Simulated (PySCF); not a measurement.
# UMP2/def2-SVP run of Si2H4SCl (SMILES [SiH3]S[SiH]Cl)

What is the vertical ionisation energy of Si2H4SCl at UMP2/def2-SVP? The job is set up through a Python script.

Program for the calculation: PySCF 2.14.0.

6 further runs of the same task are left out: 6 set aside as unsound or not needed.

## (1) The structure to begin with

Si2H4SCl has 8 atoms, charge 0, and is taken as a doublet. As SMILES, `[SiH3]S[SiH]Cl`. The shape is that of a GFN2-xTB optimisation. This is one conformer, not always the lowest.

Bond lengths: Si1–S2 2.155 Å, S2–Si3 2.156 Å, Si3–Cl4 2.029 Å, Si1–H5 1.456 Å, Si1–H6 1.453 Å, Si1–H7 1.457 Å, Si3–H8 1.452 Å. Angles: Si1–S2–Si3 104.5°, S2–Si3–Cl4 111.7°, S2–Si1–H5 108.4°, S2–Si1–H6 102.7°, S2–Si1–H7 106.9°, S2–Si3–H8 103.2°, Cl4–Si3–H8 109.8°, H5–Si1–H6 112.9°, H5–Si1–H7 111.5°, H6–Si1–H7 113.7°.

## (2) The energy at UMP2/def2-SVP

Contents of run.py:

```python
from pyscf import gto, scf, mp

system = gto.Mole()
system.atom = [
    ('Si', (-0.668190, 1.360740, -0.170880)),
    ('S', (0.313710, 0.096520, 1.271460)),
    ('Si', (0.388830, -1.840730, 0.327070)),
    ('Cl', (1.408190, -1.780800, -1.426110)),
    ('H', (0.066140, 1.284420, -1.425420)),
    ('H', (-0.591760, 2.671370, 0.450650)),
    ('H', (-2.029030, 0.860730, -0.317100)),
    ('H', (1.112110, -2.652250, 1.290320)),
]
system.basis = 'def2-svp'
system.spin = 1
system.max_memory = 1860
system.charge = 0
system.verbose = 4
system.build()

calc0 = scf.UHF(system)
calc0.conv_tol = 1e-10
calc0.kernel()
if not calc0.converged:
    calc0 = calc0.newton().run(calc0.mo_coeff, calc0.mo_occ)

pt = mp.MP2(calc0).run()
e_final = pt.e_tot
print('E = %.10f Eh' % e_final)
```

Command:

```
$ OMP_NUM_THREADS=1 python run.py
```

The log of the run:

```text
PySCF version 2.14.0

[... 96 lines left out ...]
converged SCF energy = -1436.83018464982  <S^2> = 0.75476293  2S+1 = 2.0047573
[... 1 line left out ...]
******** <class 'pyscf.mp.ump2.UMP2'> ********
nocc = (np.int64(33), np.int64(32)), nmo = (92, 92)
E(UMP2) = -1437.30515460715  E_corr = -0.474969957329399
E(SCS-UMP2) = -1437.30264925618  E_corr = -0.472464606353824
E_corr(same-spin) = -0.112499241278602
E_corr(oppo-spin) = -0.362470716050798
E = -1437.3051546072 Eh
```

Wall time 5.1 s (1 thread of Arm Neoverse V1, shared host); peak memory 0.35 GiB.

## (3) The singlet cation, same level

Contents of run.py:

```python
from pyscf import gto, scf, mp

system = gto.Mole()
system.atom = '''
Si  -0.668190   1.360740  -0.170880
S    0.313710   0.096520   1.271460
Si   0.388830  -1.840730   0.327070
Cl   1.408190  -1.780800  -1.426110
H    0.066140   1.284420  -1.425420
H   -0.591760   2.671370   0.450650
H   -2.029030   0.860730  -0.317100
H    1.112110  -2.652250   1.290320
'''
system.spin = 0
system.basis = 'def2-svp'
system.charge = 1
system.max_memory = 1860
system.verbose = 4
system.build()

hf = scf.RHF(system)
hf.conv_tol = 1e-10
hf.kernel()
if not hf.converged:
    hf = hf.newton().run(hf.mo_coeff, hf.mo_occ)

pt = mp.MP2(hf).run()
e_tot = pt.e_tot
print(f'total energy: {e_tot:.8f} hartree')
```

Command:

```
$ OMP_NUM_THREADS=1 python run.py
```

The log of the run:

```text
PySCF version 2.14.0

[INPUT] num. atoms = 8
[INPUT] num. electrons = 64
[INPUT] charge = 1
[INPUT] spin (= nelec alpha-beta = 2S) = 0
[INPUT] symmetry False subgroup None
[INPUT] Mole.unit = angstrom
[INPUT] Symbol           X                Y                Z      unit          X                Y                Z       unit  Magmom
[INPUT]  1 Si    -0.668190000000   1.360740000000  -0.170880000000 AA   -1.262696099173   2.571425926741  -0.322916400166 Bohr   0.0
[INPUT]  2 S      0.313710000000   0.096520000000   1.271460000000 AA    0.592825982537   0.182396365543   2.402711178339 Bohr   0.0
[INPUT]  3 Si     0.388830000000  -1.840730000000   0.327070000000 AA    0.734782209015  -3.478475569271   0.618072723561 Bohr   0.0
[INPUT]  4 Cl     1.408190000000  -1.780800000000  -1.426110000000 AA    2.661093431351  -3.365224282625  -2.694957323503 Bohr   0.0
[INPUT]  5 H      0.066140000000   1.284420000000  -1.425420000000 AA    0.124986485879   2.427202028914  -2.693653412478 Bohr   0.0
[INPUT]  6 H     -0.591760000000   2.671370000000   0.450650000000 AA   -1.118264331473   5.048157677379   0.851605078035 Bohr   0.0
[INPUT]  7 H     -2.029030000000   0.860730000000  -0.317100000000 AA   -3.834310998526   1.626543967197  -0.599232154100 Bohr   0.0
[INPUT]  8 H      1.112110000000  -2.652250000000   1.290320000000 AA    2.101583320390  -5.012026113878   2.438351413049 Bohr   0.0

nuclear repulsion = 325.619933730382
number of shells = 44
number of NR pGTOs = 172
number of NR cGTOs = 92
basis = def2-svp
ecp = {}

******** <class 'pyscf.scf.hf.RHF'> ********
method = RHF
initial guess = minao
damping factor = 0
level_shift factor = 0
DIIS = <class 'pyscf.scf.diis.CDIIS'>
diis_start_cycle = 1
diis_space = 8
diis_damp = 0
SCF conv_tol = 1e-10
SCF conv_tol_grad = None
SCF max_cycles = 50
direct_scf = True
direct_scf_tol = 1e-13
Set gradient conv threshold to 1e-05
Initial guess from minao.
init E= -1436.89489883039
  HOMO = -0.316336800931086  LUMO = -0.122269174431277  gap/eV = 5.28085
cycle= 1 E= -1436.40891330966  delta_E= 0.486  |g|= 0.526  |ddm|= 2.68
  HOMO = -0.596075663664821  LUMO = -0.35422896508262  gap/eV = 6.58098
cycle= 2 E= -1436.50131077433  delta_E= -0.0924  |g|= 0.276  |ddm|= 1.05
  HOMO = -0.591410531097082  LUMO = -0.273192890632233  gap/eV = 8.65914
cycle= 3 E= -1436.52688870885  delta_E= -0.0256  |g|= 0.0496  |ddm|= 0.39
  HOMO = -0.579051410300287  LUMO = -0.263561662783543  gap/eV = 8.58491
cycle= 4 E= -1436.52829143596  delta_E= -0.0014  |g|= 0.0151  |ddm|= 0.0917
  HOMO = -0.583529454261141  LUMO = -0.263273103564666  gap/eV = 8.71462
cycle= 5 E= -1436.52846666166  delta_E= -0.000175  |g|= 0.00491  |ddm|= 0.033
  HOMO = -0.583217479351381  LUMO = -0.263359469104528  gap/eV = 8.70378
cycle= 6 E= -1436.52850207026  delta_E= -3.54e-05  |g|= 0.00225  |ddm|= 0.0157
  HOMO = -0.583615489707372  LUMO = -0.263190302526874  gap/eV = 8.71921
cycle= 7 E= -1436.52851009094  delta_E= -8.02e-06  |g|= 0.000809  |ddm|= 0.00853
  HOMO = -0.583633343601998  LUMO = -0.263059882316082  gap/eV = 8.72325
cycle= 8 E= -1436.5285113326  delta_E= -1.24e-06  |g|= 0.000272  |ddm|= 0.00379
  HOMO = -0.583659892790292  LUMO = -0.263058885196844  gap/eV = 8.72400
cycle= 9 E= -1436.5285114574  delta_E= -1.25e-07  |g|= 9.53e-05  |ddm|= 0.00123
  HOMO = -0.583659262622142  LUMO = -0.26305863657103  gap/eV = 8.72399
cycle= 10 E= -1436.52851147514  delta_E= -1.77e-08  |g|= 4.03e-05  |ddm|= 0.000457
  HOMO = -0.583663095796983  LUMO = -0.263061243686086  gap/eV = 8.72402
cycle= 11 E= -1436.5285114787  delta_E= -3.56e-09  |g|= 1.62e-05  |ddm|= 0.000212
  HOMO = -0.58366229933777  LUMO = -0.2630590750304  gap/eV = 8.72406
cycle= 12 E= -1436.52851147934  delta_E= -6.43e-10  |g|= 5.66e-06  |ddm|= 9.55e-05
  HOMO = -0.583662282055532  LUMO = -0.263059483920522  gap/eV = 8.72405
cycle= 13 E= -1436.52851147941  delta_E= -7.28e-11  |g|= 2.64e-06  |ddm|= 2.88e-05
  HOMO = -0.583662068711775  LUMO = -0.263059014652296  gap/eV = 8.72405
Extra cycle  E= -1436.52851147942  delta_E= -1.07e-11  |g|= 1.6e-06  |ddm|= 7.23e-06
converged SCF energy = -1436.52851147942

******** <class 'pyscf.mp.mp2.RMP2'> ********
nocc = 32, nmo = 92
E(RMP2) = -1437.01313327545  E_corr = -0.484621796024052
E(SCS-RMP2) = -1437.01207793845  E_corr = -0.483566459026671
E_corr(same-spin) = -0.113053495617913
E_corr(oppo-spin) = -0.371568300406138
total energy: -1437.01313328 hartree
```

It took 2.9 s on 1 thread of Arm Neoverse V1, shared host; peak memory 0.27 GiB.

## (4) What came out

At UMP2/def2-SVP:

| quantity | value |
| --- | --- |
| doublet Si2H4SCl: total energy | -1437.30515 Eh |
| doublet Si2H4SCl: dipole moment (Hartree–Fock density) | 1.42 D |
| doublet Si2H4SCl: HOMO energy (Hartree–Fock orbitals) (highest over α and β) | -9.06 eV |
| doublet Si2H4SCl: LUMO energy (Hartree–Fock orbitals) (lowest over α and β) | 0.91 eV |
| doublet Si2H4SCl: correlation energy | -475.0 mEh |
| doublet Si2H4SCl: ⟨S²⟩ of the reference determinant | 0.755 |
| singlet cation: total energy | -1437.01313 Eh |
| singlet cation: HOMO energy (Hartree–Fock orbitals) | -15.88 eV |
| singlet cation: LUMO energy (Hartree–Fock orbitals) | -7.16 eV |
| singlet cation: HOMO–LUMO gap (Hartree–Fock orbitals) | 8.72 eV |
| singlet cation: correlation energy | -484.6 mEh |
| vertical ionisation energy (to the singlet cation) | 7.946 eV |

Removing an electron at fixed nuclei costs 7.95 eV (183 kcal/mol). Only the singlet of the ionised species was computed; a triplet could lie lower. Mulliken charges (singlet cation) of the mean-field density run from -0.33 on S2 to +0.92 on Si3; they depend strongly on the basis.
